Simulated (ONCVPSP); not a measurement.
# An ONCV potential for gadolinium, from input to tests

Aim: build the potential from the settings below, then test how well it stands in for the atom: other configurations, scattering, ghost states and the plane-wave cutoff that it needs.

Program: ONCVPSP 4.0.1. Reference atom: LDA (Perdew-Wang 92), scalar-relativistic, spherical and spin-unpolarised. All values are calculated.

## (1) The atom and the settings

Typed settings, in words:

```
element                 : gadolinium (Gd, Z = 64)
type                    : optimised norm-conserving Vanderbilt (ONCV)
frozen core             : [Kr] 4d10 4f7
valence charge          : 11
reference configuration : 5s2 5p6 5d1 6s2
partial waves           : 5s+6s: rc 2.25 bohr, ncon 4, nbas 7, qcut 6 1/bohr, 2 projectors; 5p: rc 1.65 bohr, ncon 4, nbas 7, qcut 5.5 1/bohr, 3 projectors, debl 1.2 Ha; 5d: rc 2.60 bohr, ncon 4, nbas 8, qcut 4.1 1/bohr, 2 projectors, debl 1.8 Ha
local potential         : polynomial inside 1.05 bohr (lpopt 4, dvloc0 0 Ha)
core correction         : Teter function, fcfact 4, rcfact 1.3
```

The outer shells as boxes (Hund's rule for the drawing; the calculation is spin-unpolarised):

```
[Kr] core
4d [↑↓][↑↓][↑↓][↑↓][↑↓]
4f [↑ ][↑ ][↑ ][↑ ][↑ ][↑ ][↑ ]
5s [↑↓]
5p [↑↓][↑↓][↑↓]
5d [↑ ][  ][  ][  ][  ]
6s [↑↓]
```

The nodes and maxima of the atom's own shells, from an earlier all-electron run, set the scale for the radii.

All-electron outer shells of the reference configuration (LDA (PZ), scalar-relativistic, ld1.x):

```
shell  level (eV)  outermost node (bohr)  outermost maximum (bohr)
   5s      -49.86                   0.65                      1.20
   5p      -27.36                   0.70                      1.35
   4f       -8.90                      –                      0.56
   6s       -4.27                   1.60                      3.33
   5d       -2.69                   0.79                      1.97
   6p       -1.39                   1.92                      4.55
```

## (2) Generation

Gd.dat reads:

```
# ATOM AND REFERENCE CONFIGURATION
# atsym  z   nc   nv     iexc    psfile
  Gd 64.00   10    4  -001012      upf
#
#   n    l    f
    1    0    2.00
    2    0    2.00
    2    1    6.00
    3    0    2.00
    3    1    6.00
    3    2   10.00
    4    0    2.00
    4    1    6.00
    4    2   10.00
    4    3    7.00
    5    0    2.00
    5    1    6.00
    5    2    1.00
    6    0    2.00
#
# PSEUDOPOTENTIAL AND OPTIMIZATION
# lmax
    2
#
#   l,   rc,      ep,       ncon, nbas, qcut
    0    2.25    0.00    4    7    6.00
    1    1.65    0.00    4    7    5.50
    2    2.60    0.00    4    8    4.10
#
# LOCAL POTENTIAL
# lloc, lpopt,  rc(5),   dvloc0
    4    4    1.05    0.00
#
# VANDERBILT-KLEINMAN-BYLANDER PROJECTORs
# l, nproj, debl
    0    2    3.90
    1    3    1.20
    2    2    1.80
#
# MODEL CORE CHARGE
# icmod, fcfact, rcfact
    3    4.00    1.30
#
# LOG DERIVATIVE ANALYSIS
# epsh1, epsh2, depsh
   -3.00    5.00    0.02
#
# OUTPUT GRID
# rlmax, drl
    6.00    0.01
#
# TEST CONFIGURATIONS
# ncnf
    4
# nvcnf
#   n    l    f
    4
    5    0    2.00
    5    1    6.00
    5    2    1.00
    6    0    1.00
#
    4
    5    0    2.00
    5    1    6.00
    5    2    1.00
    6    0    0.00
#
    4
    5    0    2.00
    5    1    6.00
    5    2    0.00
    6    0    0.00
#
    4
    5    0    1.00
    5    1    6.00
    5    2    1.00
    6    0    2.00
#
```

Run with:

```bash
oncvpsp.x < Gd.dat > Gd.out
```

**Question.** What will these runs give? Wanted: cutoffs for 1 and 0.1 mHa per electron, occupied waves; bound ghosts; GHOST(+) flags; largest test error; largest phase difference near zero energy, channels read; rms error of d²Exc/dn², without and with the model core.

**Answer**, as computed:

```
                                                quantity                                            value
  cutoffs for 1 and 0.1 mHa per electron, occupied waves                                  23 Ha and 50 Ha
                                            bound ghosts                                  d at -801.58 eV
                                          GHOST(+) flags            s at 12 eV, p at 257 eV, p at 1480 eV
                            largest test error (AE − PS)  -484 meV, for 5s1 5p6 5d1 6s2 (1 test unsolved)
largest phase difference near zero energy, channels read                                        0.014 rad
 rms error of d²Exc/dn², without and with the model core                                6.15 and 1.66 mHa
```

In words: It has a bound ghost (d), a state that the atom doesn't have, and that rules the file out. By total energies transferability is poor: the largest error is 484 meV on 55.5 eV, for 5s1 5p6 5d1 6s2. That test lies far up in energy; among those under 40 eV, nearer to bonding, the largest error is 2.2 meV. Of the tests 1 gave no usable energy difference, which is a warning in itself. It counts as of middling hardness, with 23 Ha needed at the looser tolerance. At the looser tolerance the 5p wave is the slowest; 5s needs 11 Ha. Near zero energy the phases of the channels with partial waves agree within 0.014 rad. The pseudo curves have a pole with no partner nearby in the atom's: s at 0.42 Ha. At positive energy that is a spurious or a displaced resonance. The program also flags highly localised states, GHOST(+) (s, p). Note that the frozen 4f shell (-9 eV) lies higher than the valence 5s shell (-50 eV).
